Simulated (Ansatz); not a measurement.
# TaN: the cost of one run

Method: DFT r²SCAN+U (U_eff = 2 eV on Ta d), plane waves, PAW, no spin–orbit coupling unless a run says so, in Ansatz 0.2.0.

## 1. The system as given

The structure is hexagonal, space group P-62m (No. 189). Conventional cell: a = 5.196 Å, b = 5.196 Å, c = 2.911 Å, α = 90.00°, β = 90.00°, γ = 120.00°. Ta (site symmetry -6) is surrounded by 6 N at 2.16 Å. Around Ta (site symmetry -62m) lie 3 N at 2.04 Å. N (site symmetry m2m) has 5 Ta at 2.04 to 2.16 Å in its first shell of neighbours.

Coordinates:

```xyz
6
Lattice="5.1960 0.0000 0.0000 -2.5980 4.4999 0.0000 0.0000 0.0000 2.9110" Properties=species:S:1:pos:R:3 pbc="T T T"
Ta    0.0000    2.9999    1.4555
Ta    2.5980    1.5000    1.4555
Ta    0.0000    0.0000    0.0000
N     2.0412    0.0000    0.0000
N     1.5774    2.7321    0.0000
N    -1.0206    1.7678    0.0000
```

Magnetic order typed: ferromagnetic.

An earlier series on this cell reached its lowest free state from «from atoms, symmetry kept, no search», perhaps among other starts (it ended with site moments under 0.05 μB).

## 2. Random orbitals: single harmonics, second filling

input.yaml reads:

```yaml
crystal:
  lattice:
    - [5.19600015, 0.0, 0.0]
    - [-2.59800008, 4.49986813, 0.0]
    - [0.0, 0.0, 2.9109996]
  atoms:
    - { symbol: Ta, position: [0.3333333333, 0.6666666667, 0.5], spin: 0.3 }
    - { symbol: Ta, position: [0.6666666667, 0.3333333333, 0.5], spin: 0.3 }
    - { symbol: Ta, position: [0.0, 0.0, 0.0], spin: 0.3 }
    - { symbol: "N", position: [0.39285, 0.0, 0.0] }
    - { symbol: "N", position: [0.60715, 0.60715, 0.0] }
    - { symbol: "N", position: [0.0, 0.39285, 0.0] }
basis:
  ecutwfc: 500
  ecutrho_ratio: 4
kpoints:
  mp_grid: { grid: [4, 4, 6] }
hamiltonian:
  xc: r2scan
  hubbard:
    sites:
      - { site: 0, l: d, u_eff: 2.0, starting_ns: [{ spin: up, occupation_matrix: s0up }, { spin: down, occupation_matrix: s0down }] }
      - { site: 1, l: d, u_eff: 2.0, starting_ns: [{ spin: up, occupation_matrix: s1up }, { spin: down, occupation_matrix: s1down }] }
      - { site: 2, l: d, u_eff: 2.0, starting_ns: [{ spin: up, occupation_matrix: s2up }, { spin: down, occupation_matrix: s2down }] }
    occupation_matrices:
      s0up:
        matrix:
          - [0.02, 0.0, 0.0, 0.0, 0.0]
          - [0.0, 0.02, 0.0, 0.0, 0.0]
          - [0.0, 0.0, 0.02, 0.0, 0.0]
          - [0.0, 0.0, 0.0, 0.97, 0.0]
          - [0.0, 0.0, 0.0, 0.0, 0.02]
      s0down:
        matrix:
          - [0.97, 0.0, 0.0, 0.0, 0.0]
          - [0.0, 0.02, 0.0, 0.0, 0.0]
          - [0.0, 0.0, 0.02, 0.0, 0.0]
          - [0.0, 0.0, 0.0, 0.02, 0.0]
          - [0.0, 0.0, 0.0, 0.0, 0.02]
      s1up:
        matrix:
          - [0.02, 0.0, 0.0, 0.0, 0.0]
          - [0.0, 0.02, 0.0, 0.0, 0.0]
          - [0.0, 0.0, 0.02, 0.0, 0.0]
          - [0.0, 0.0, 0.0, 0.97, 0.0]
          - [0.0, 0.0, 0.0, 0.0, 0.02]
      s1down:
        matrix:
          - [0.97, 0.0, 0.0, 0.0, 0.0]
          - [0.0, 0.02, 0.0, 0.0, 0.0]
          - [0.0, 0.0, 0.02, 0.0, 0.0]
          - [0.0, 0.0, 0.0, 0.02, 0.0]
          - [0.0, 0.0, 0.0, 0.0, 0.02]
      s2up:
        matrix:
          - [0.02, 0.0, 0.0, 0.0, 0.0]
          - [0.0, 0.02, 0.0, 0.0, 0.0]
          - [0.0, 0.0, 0.02, 0.0, 0.0]
          - [0.0, 0.0, 0.0, 0.97, 0.0]
          - [0.0, 0.0, 0.0, 0.0, 0.02]
      s2down:
        matrix:
          - [0.97, 0.0, 0.0, 0.0, 0.0]
          - [0.0, 0.02, 0.0, 0.0, 0.0]
          - [0.0, 0.0, 0.02, 0.0, 0.0]
          - [0.0, 0.0, 0.0, 0.02, 0.0]
          - [0.0, 0.0, 0.0, 0.0, 0.02]
    ns_hold: { iters: 12 }
scf:
  occupations: { method: gaussian, width: 0.05 }
  lower_state_search: "off"
  max_iter: 150
output:
  forces: true
  stress: true
  eigenvalues: true
  populations: true
  hubbard: { sites: [{ site: 0, l: d }, { site: 1, l: d }, { site: 2, l: d }] }
magnetization:
  spin_polarized: true
```

The typed matrices put 0.97 on the chosen orbitals and 0.02 on the others, and are held for 12 cycles.

Launch:

```bash
ansatz run input.yaml --threads 8 --pin off --max-ram 12288MiB --backend cpu --events-out ev --progress --plain --runs-dir out
```

What time and memory should one allow on 8 threads of Arm Neoverse V2, shared host?

About 16 s, with a peak of 0.66 GiB.
